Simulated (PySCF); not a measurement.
**TcO3F: geometry, NMR shifts and electronic excitations**

What NMR shifts and electronic excitations should TcO3F (`[O]=[Tc](=[O])(=[O])[F]`) show?

Computed with PySCF 2.14.0, with density-fitted response routines of our own, on a single molecule in the gas phase. Atoms are numbered from 0 throughout.

**1. The molecule as given**

5 atoms, charge 0, multiplicity 1; geometry from: GFN2-xTB.

Bonds of the start (Å): Tc0–O1 1.64, Tc0–O2 1.64, Tc0–O3 1.64, Tc0–F4 1.74.

**2. Geometry optimisation at PBE0-D3(BJ)/def2-SVP**

What the job is given:

```
{"job": {"xc": "PBE0", "basis": "def2-SVP", "d3": "d3bj", "grid": 1, "maxiter": 40, "kind": "geom"}, "charge": 0, "multiplicity": 1}
Tc    -0.000650    -0.000760     0.000070
O      0.029470     0.015840     1.639290
O      1.547280     0.040510    -0.538490
O     -0.754310     1.363080    -0.509590
F     -0.821790    -1.418670    -0.591280
```

**Question.** This job is followed by: GIAO PBE0/pcSseg-1 Tc:def2-TZVP NMR shielding, non-relativistic, gas phase; TDDFT wB97X-D/def2-SVPD, vertical, gas phase, core orbitals frozen in the response; GIAO wB97X-D/pcSseg-1 Tc:def2-TZVP NMR shielding, non-relativistic, gas phase. Predict these results of the whole session: point group; rotational constants (main isotopes); ¹⁷O shifts against H2O (PBE0/def2-TZVP+pcSseg-1, means over atoms taken as alike); ¹⁹F shifts against CFCl3 (PBE0/def2-TZVP+pcSseg-1); lowest singlet (wB97X-D/def2-SVPD); brightest single state of those computed; lowest triplet; range of the shift of F4.

As calculated:

| quantity | value |
| --- | --- |
| point group | C3v |
| rotational constants (main isotopes) | 4.33, 3.72, 3.71 GHz |
| ¹⁷O shifts against H2O (PBE0/def2-TZVP+pcSseg-1, means over atoms taken as alike) | 1130.1 ppm |
| ¹⁹F shifts against CFCl3 (PBE0/def2-TZVP+pcSseg-1) | 4.5 ppm |
| lowest singlet (wB97X-D/def2-SVPD) | 4.18 eV (296 nm), f = 0.000 |
| brightest single state of those computed | state 10, 6.33 eV, f = 0.018 |
| lowest triplet | 3.77 eV |
| range of the shift of F4 | -15.1 to 4.5 ppm |

**Reading.** Relaxing lowered the energy by 0.164 eV in 4 steps; the close pair that moved most is Tc0–F4, from 1.742 to 1.822 Å. No frequency check was run at this level, so the end point may be a saddle. At PBE0/def2-TZVP+pcSseg-1: The widest tensor belongs to O1, O2, O3: span 825 ppm, with a paramagnetic part of -1195 ppm. The first singlet state (HOMO→LUMO 0.64, HOMO−1→LUMO 0.09) lies at 4.18 eV and is dark; of the 10 states computed, the strongest absorption comes from states 7 to 8 together at 5.55 eV. The lowest triplet lies 0.42 eV below the lowest singlet (triplets in Tamm-Dancoff, singlets in full TDDFT). Across the 2 runs the shift of F4 moves most, between -15.1 (wB97X-D/def2-TZVP+pcSseg-1) and 4.5 ppm (PBE0/def2-TZVP+pcSseg-1). Spin-orbit coupling is left out, which matters for shieldings and couplings at and beside the heavy atoms.
